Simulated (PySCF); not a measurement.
# F5I (IF5): the cost of one run

Computed with PySCF 2.14.0. Level: levels as typed in each script, gas phase, geometry from GFN2-xTB.

**1. The system as given**

6 atoms, charge 0, spin multiplicity 1.

Bond lengths: I1–F2 1.873 Å, I1–F3 1.939 Å, I1–F4 1.939 Å, I1–F5 1.940 Å, I1–F6 1.940 Å. Angles: F2–I1–F3 79.2°, F2–I1–F4 79.3°, F2–I1–F5 79.1°, F2–I1–F6 78.9°, F3–I1–F4 88.0°, F3–I1–F5 158.2°, F3–I1–F6 87.9°, F4–I1–F5 88.0°, F4–I1–F6 158.2°, F5–I1–F6 87.9°.

Geometry (Å):

```
I     0.00163   -0.00002   -0.30653
F    -0.00904   -0.00002    1.56667
F     0.58067   -1.81400    0.06099
F     1.81389    0.58083    0.06390
F    -0.58094    1.81406    0.05824
F    -1.81416   -0.58078    0.05533
```

**2. Density, bond paths and surface potential (wB97X/def2-svp)**

The input, input.py:

```python
import numpy as np
from pyscf import gto, scf, dft
from pyscf.scf import atom_ks, atom_hf
from scipy.linalg import block_diag

def solve(mol, dm0=None, hcore=None):
    mf = (dft.UKS if mol.spin else dft.RKS)(mol, xc='wb97x')
    mf.grids.level = 3
    mf = mf.density_fit(auxbasis='def2-universal-jkfit')
    mf.conv_tol, mf.max_cycle = 1e-8, 80
    if hcore is not None:
        mf.get_hcore = lambda *args: hcore
    mf.kernel(dm0)
    if not mf.converged:
        mf = mf.newton().run(mf.mo_coeff, mf.mo_occ, max_cycle=30)
    assert mf.converged, 'SCF not converged'
    return mf

mol = gto.M(atom='''
I      0.00163    -0.00002    -0.30653
F     -0.00904    -0.00002     1.56667
F      0.58067    -1.81400     0.06099
F      1.81389     0.58083     0.06390
F     -0.58094     1.81406     0.05824
F     -1.81416    -0.58078     0.05533
''', basis='def2-svp', ecp={'I': 'def2-svp'}, charge=0, spin=0, verbose=4)
mf = solve(mol)
mf.analyze()
# spherically averaged free atoms, for the promolecule
atom_ks.AtomSphAverageRKS.init_guess_by_vsap = lambda self, mol=None: self.init_guess_by_minao(mol)  # core potentials
atm = atom_ks.get_atm_nrks(mol, xc='wb97x')
pro = block_diag(*[(atm[a[0]][2] * atm[a[0]][3]) @ atm[a[0]][2].T for a in mol._atom])
np.savez('result.npz', e=mf.e_tot, c=mf.mo_coeff, occ=mf.mo_occ, eps=mf.mo_energy, pro=pro, dip=mf.dip_moment(verbose=0), s2=mf.spin_square()[0])
```

Launch:

```
$ OMP_NUM_THREADS=1 python input.py
```

**Question.** How long does this run take on 1 thread of Arm Neoverse V2, shared host, and how much memory does it need?

About 11 s, with a peak of 0.41 GiB.
